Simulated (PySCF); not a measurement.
# CH₅B₂BrO: electronic excitations and core binding energies

What electronic excitations and core binding energies should CH₅B₂BrO (`CBOBBr`) show?

Programs: PySCF 2.14.0, with density-fitted response routines of our own. Each step states its level of theory. These are calculated values for one molecule in the gas phase, unless marked as measured. Atoms count from 0, in the outputs and in this text.

## Step 1: The starting structure

10 atoms, charge 0, multiplicity 1; geometry from: GFN2-xTB.

Bonds of the start (Å): C0–B1 1.59, B1–O2 1.31, O2–B3 1.29, B3–Br4 1.90, C0–H5 1.09, C0–H6 1.09, C0–H7 1.09, B1–H8 1.18, B3–H9 1.18.

## Step 2: Excited states and response: CAM-B3LYP/def2-SVPD

The job: settings as JSON, then the geometry in Å.

```
{"job": {"kind": "uv", "xc": "CAM-B3LYP", "basis": "def2-SVPD", "nstates": 8, "ntriplets": 3}, "charge": 0, "multiplicity": 1}
C     -1.586437     0.392665    -0.000361
B     -0.443619    -0.463503     0.688881
O      0.789344    -0.421601     0.239609
B      2.006429    -0.279636    -0.164402
Br     3.078947     1.087352     0.606161
H     -2.419792    -0.239523    -0.298433
H     -1.990578     1.116483     0.705106
H     -1.245224     0.938192    -0.877048
H     -0.666641    -1.160147     1.614121
H      2.486452    -0.965628    -0.990998
```

With the program's defaults for keys left out, this is: TDDFT CAM-B3LYP/def2-SVPD, vertical, gas phase, core orbitals frozen in the response.

The run is started by

```bash
$ OMP_NUM_THREADS=1 python probes_run.py task.json out
```

This one command runs all jobs of the session in turn.

The log of the run:

```text
coarse grid: 40416 points
cycle   1  E = -2739.8537050947  dE = -4.220e-01  |g| = 6.254e-01  |ddm| = 4.432e+00
cycle   2  E = -2739.8217314183  dE =  3.197e-02  |g| = 7.897e-01  |ddm| = 1.330e+00
cycle   3  E = -2739.9327953512  dE = -1.111e-01  |g| = 7.187e-02  |ddm| = 7.120e-01
cycle   4  E = -2739.9338586560  dE = -1.063e-03  |g| = 2.998e-02  |ddm| = 1.414e-01
cycle   5  E = -2739.9340967149  dE = -2.381e-04  |g| = 6.393e-03  |ddm| = 5.063e-02
cycle   6  E = -2739.9341043190  dE = -7.604e-06  |g| = 1.042e-03  |ddm| = 1.372e-02
final grid: 84768 points
cycle   7  E = -2739.9340689018  dE = -2.422e-07  |g| = 8.676e-04  |ddm| = 3.440e-03
cycle   8  E = -2739.9340688731  dE =  2.870e-08  |g| = 1.030e-03  |ddm| = 2.447e-03
cycle   9  E = -2739.9340690534  dE = -1.802e-07  |g| = 1.031e-04  |ddm| = 1.037e-03
cycle  10  E = -2739.9340690559  dE = -2.525e-09  |g| = 3.254e-05  |ddm| = 1.897e-04
cycle  11  E = -2739.9340690563  dE = -3.720e-10  |g| = 9.402e-06  |ddm| = 9.801e-05
converged SCF energy = -2739.9340690563

Static polarisability (au): isotropic 66.662, principal 55.701 59.620 84.665

Singlet excitations
state   eV       nm        f      main configurations
  1   6.2668    197.8   0.00047   H->L 0.93
  2   6.4214    193.1   0.00105   H-1->L+1 0.57, H-2->L+1 0.32
  3   7.0031    177.0   0.18435   H-1->L 0.87
  4   7.1260    174.0   0.00121   H-3->L 0.92
  5   7.5325    164.6   0.00268   H->L+1 0.80
  6   7.8368    158.2   0.03847   H->L+2 0.70, H->L+3 0.17
  7   7.9581    155.8   0.04896   H-1->L+2 0.44, H-1->L+1 0.17, H-2->L+1 0.16
  8   8.0435    154.1   0.03120   H-1->L+2 0.37, H-2->L+1 0.25, H-2->L 0.12

Triplet excitations (Tamm-Dancoff, eV): 5.9463 6.0230 6.1443
```

It took 36 s on 1 thread of Arm Neoverse N1, shared host; peak memory 0.69 GiB.

Frontier orbitals and where they lie:

```csv
orbital,eV,atoms
HOMO−3,-10.90,"Br4 34 %, O2 26 %, B3 19 %"
HOMO−2,-10.73,"Br4 29 %, B1 19 %, C0 17 %"
HOMO−1,-9.81,"Br4 54 %, O2 13 %, B1 9 %"
HOMO,-9.70,"Br4 83 %, B3 11 %"
LUMO,0.38,"B3 41 %, O2 20 %, Br4 20 %"
LUMO+1,0.51,"B1 36 %, O2 21 %, C0 10 %"
LUMO+2,0.90,"B1 33 %, B3 32 %, Br4 13 %"
```

With each of the 8 states as a Gaussian band of 0.4 eV half-width at 1/e, the curve within the window shown has maxima at 177 nm (ε 7,600), 157 nm (ε 4,700) L/(mol cm). Beyond the last state computed it falls off for lack of states. The curve at chosen wavelengths:

```json
{"nm": "149", "ε (L/mol/cm)": "1818"}
{"nm": "152", "ε (L/mol/cm)": "3352"}
{"nm": "155", "ε (L/mol/cm)": "4495"}
{"nm": "157", "ε (L/mol/cm)": "4685"}
{"nm": "160", "ε (L/mol/cm)": "4156"}
{"nm": "163", "ε (L/mol/cm)": "3370"}
{"nm": "166", "ε (L/mol/cm)": "3259"}
{"nm": "169", "ε (L/mol/cm)": "4215"}
{"nm": "171", "ε (L/mol/cm)": "5271"}
{"nm": "174", "ε (L/mol/cm)": "6824"}
{"nm": "177", "ε (L/mol/cm)": "7556"}
{"nm": "180", "ε (L/mol/cm)": "7080"}
{"nm": "183", "ε (L/mol/cm)": "5670"}
{"nm": "185", "ε (L/mol/cm)": "4515"}
{"nm": "188", "ε (L/mol/cm)": "2880"}
{"nm": "191", "ε (L/mol/cm)": "1641"}
{"nm": "194", "ε (L/mol/cm)": "854"}
{"nm": "197", "ε (L/mol/cm)": "418"}
{"nm": "199", "ε (L/mol/cm)": "256"}
{"nm": "202", "ε (L/mol/cm)": "123"}
{"nm": "205", "ε (L/mol/cm)": "62"}
{"nm": "208", "ε (L/mol/cm)": "33"}
{"nm": "211", "ε (L/mol/cm)": "18"}
{"nm": "213", "ε (L/mol/cm)": "12"}
{"nm": "216", "ε (L/mol/cm)": "7"}
{"nm": "219", "ε (L/mol/cm)": "3"}
```

Further results of this job:

| property | computed |
| --- | --- |
| dipole moment (D) | 1.60 |
| polarisability (Å³) | 9.88 |
| HOMO–LUMO gap (eV) | 10.08 |
| −ε(HOMO) (eV) | 9.70 |

## Step 3: Core holes by ΔSCF: SCAN, X2C

Settings changed since step 2:

```diff
@@ -1,2 +1,2 @@
-{"job": {"kind": "uv", "xc": "CAM-B3LYP", "basis": "def2-SVPD", "nstates": 8, "ntriplets": 3}, "charge": 0, "multiplicity": 1}
+{"job": {"kind": "xps"}, "charge": 0, "multiplicity": 1}
 C     -1.586437     0.392665    -0.000361
```

With the program's defaults for keys left out, this is: delta-SCF UKS SCAN, pcX-2 on the ionised atom, pcseg-1 elsewhere, spin-free X2C.

The log of the run:

```text
ground state, core basis on atom 0 (C), 139 functions
  cycle   1  E = -2764.68636018  |g| = 6.65e-01
  cycle   2  E = -2764.48688203  |g| = 1.20e+00
  cycle   3  E = -2764.76965292  |g| = 1.93e-01
  cycle   4  E = -2764.77757774  |g| = 4.40e-02
  cycle   5  E = -2764.77804145  |g| = 1.41e-02
  cycle   6  E = -2764.77808966  |g| = 4.42e-03
  cycle   7  E = -2764.77809568  |g| = 1.65e-03
  cycle   8  E = -2764.77809476  |g| = 3.31e-04
  E(ground) = -2764.93271714 Eh
hole in C 1s of atom 0
  cycle   1  E = -2753.55422291  |g| = 1.50e+00
  cycle   2  E = -2753.11806950  |g| = 1.65e+00
  cycle   3  E = -2754.07081020  |g| = 3.19e-01
  cycle   4  E = -2754.08813470  |g| = 2.37e-01
  cycle   5  E = -2754.10940407  |g| = 4.42e-02
  cycle   6  E = -2754.11008405  |g| = 1.02e-02
  cycle   7  E = -2754.11012855  |g| = 5.70e-03
  cycle   8  E = -2754.11015206  |g| = 1.65e-03
  cycle   9  E = -2754.11015600  |g| = 7.81e-04
  cycle  10  E = -2754.11015473  |g| = 2.60e-04
  E(ion) = -2754.26303333 Eh   <S^2> = 0.7654   hole on atom = 1.000   binding energy = 290.337 eV
ground state, core basis on atom 1 (B), 139 functions
  cycle   1  E = -2764.77468888  |g| = 5.06e-02
  cycle   2  E = -2764.77460405  |g| = 3.31e-02
  cycle   3  E = -2764.77478658  |g| = 1.92e-02
  cycle   4  E = -2764.77485503  |g| = 6.98e-03
  cycle   5  E = -2764.77487488  |g| = 7.17e-04
  cycle   6  E = -2764.77487414  |g| = 2.12e-04
  E(ground) = -2764.93033520 Eh
hole in B 1s of atom 1
  cycle   1  E = -2757.12804536  |g| = 1.17e+00
  cycle   2  E = -2755.13243741  |g| = 1.88e+00
  cycle   3  E = -2757.28297126  |g| = 6.18e-01
  cycle   4  E = -2757.49436640  |g| = 2.90e-01
  cycle   5  E = -2757.50585466  |g| = 2.52e-01
  cycle   6  E = -2757.53169505  |g| = 2.78e-02
  cycle   7  E = -2757.53198168  |g| = 1.47e-02
  cycle   8  E = -2757.53210616  |g| = 5.48e-03
  cycle   9  E = -2757.53213450  |g| = 2.33e-03
  cycle  10  E = -2757.53213858  |g| = 1.59e-03
  cycle  11  E = -2757.53214440  |g| = 8.04e-04
  cycle  12  E = -2757.53214251  |g| = 2.15e-04
  E(ion) = -2757.68692360 Eh   <S^2> = 0.7951   hole on atom = 1.000   binding energy = 197.103 eV
ground state, core basis on atom 2 (O), 139 functions
  cycle   1  E = -2764.81052462  |g| = 1.16e-01
  cycle   2  E = -2764.80732474  |g| = 1.54e-01
  cycle   3  E = -2764.81112147  |g| = 4.41e-02
  cycle   4  E = -2764.81146443  |g| = 2.47e-03
  cycle   5  E = -2764.81146630  |g| = 4.31e-04
  E(ground) = -2764.96181491 Eh
hole in O 1s of atom 2
  cycle   1  E = -2744.15469848  |g| = 2.23e+00
  cycle   2  E = -2743.40121838  |g| = 2.29e+00
  cycle   3  E = -2744.80490813  |g| = 5.39e-01
  cycle   4  E = -2744.84174082  |g| = 4.47e-01
  cycle   5  E = -2744.97405595  |g| = 6.64e-02
  cycle   6  E = -2744.97615466  |g| = 2.90e-02
  cycle   7  E = -2744.97661203  |g| = 6.06e-03
  cycle   8  E = -2744.97663202  |g| = 1.37e-03
  cycle   9  E = -2744.97663589  |g| = 5.10e-04
  cycle  10  E = -2744.97663511  |g| = 1.23e-04
  E(ion) = -2745.12652609 Eh   <S^2> = 0.7608   hole on atom = 1.000   binding energy = 539.746 eV
ground state, core basis on atom 3 (B), 139 functions
  cycle   1  E = -2764.77334533  |g| = 1.29e-01
  cycle   2  E = -2764.76660820  |g| = 2.25e-01
  cycle   3  E = -2764.77593260  |g| = 1.53e-02
  cycle   4  E = -2764.77595731  |g| = 1.15e-02
  cycle   5  E = -2764.77599393  |g| = 1.17e-03
  cycle   6  E = -2764.77599577  |g| = 2.46e-04
  E(ground) = -2764.93171577 Eh
hole in B 1s of atom 3
  cycle   1  E = -2757.09358185  |g| = 1.17e+00
  cycle   2  E = -2755.09166780  |g| = 2.07e+00
  cycle   3  E = -2757.33181473  |g| = 5.43e-01
  cycle   4  E = -2757.48852486  |g| = 2.16e-01
  cycle   5  E = -2757.49750966  |g| = 1.70e-01
  cycle   6  E = -2757.50898347  |g| = 4.81e-02
  cycle   7  E = -2757.51018076  |g| = 1.90e-02
  cycle   8  E = -2757.51047464  |g| = 7.90e-03
  cycle   9  E = -2757.51055050  |g| = 4.41e-03
  cycle  10  E = -2757.51057371  |g| = 1.95e-03
  cycle  11  E = -2757.51057784  |g| = 6.61e-04
  cycle  12  E = -2757.51057792  |g| = 1.70e-04
  E(ion) = -2757.66363596 Eh   <S^2> = 0.8281   hole on atom = 1.000   binding energy = 197.775 eV
```

It took 46 s on 1 thread of Arm Neoverse N1, shared host; peak memory 0.53 GiB.

Binding energies by hole, beside the orbital energy of the ground state; the difference holds orbital relaxation and, for a density functional, its self-interaction error:

| hole | stands for | environment | ΔSCF (eV) | −ε (eV) | ⟨S²⟩ |
| --- | --- | --- | --- | --- | --- |
| C1s on C0 | C0 | methyl carbon bonded to B | 290.34 | 273.1 | 0.765 |
| B1s on B1 | B1 | boron bonded to C, O, H | 197.10 | 181.2 | 0.795 |
| O1s on O2 | O2 | oxygen bonded to 2 B | 539.75 | 518.1 | 0.761 |
| B1s on B3 | B3 | boron bonded to Br, O, H | 197.77 | 182.1 | 0.828 |

## Step 4: Results

```
                                quantity                        value
    lowest singlet (CAM-B3LYP/def2-SVPD)  6.27 eV (198 nm), f = 0.000
brightest single state of those computed  state 3, 7.00 eV, f = 0.184
                          lowest triplet                      5.95 eV
        B1s binding energies, SCAN/pcX-2      B3 197.77, B1 197.10 eV
        C1s binding energies, SCAN/pcX-2                 C0 290.34 eV
        O1s binding energies, SCAN/pcX-2                 O2 539.75 eV
```

What this shows: The lowest singlet, at 6.27 eV, is HOMO→LUMO 0.93 and is dark; of the 8 states computed, the strongest absorption comes from state 3 at 7.00 eV. The lowest triplet lies 0.32 eV below the lowest singlet (triplets in Tamm-Dancoff, singlets in full TDDFT). The B1s levels kept as sound span 0.67 eV, from B1 (boron bonded to C, O, H) up to B3 (boron bonded to Br, O, H).
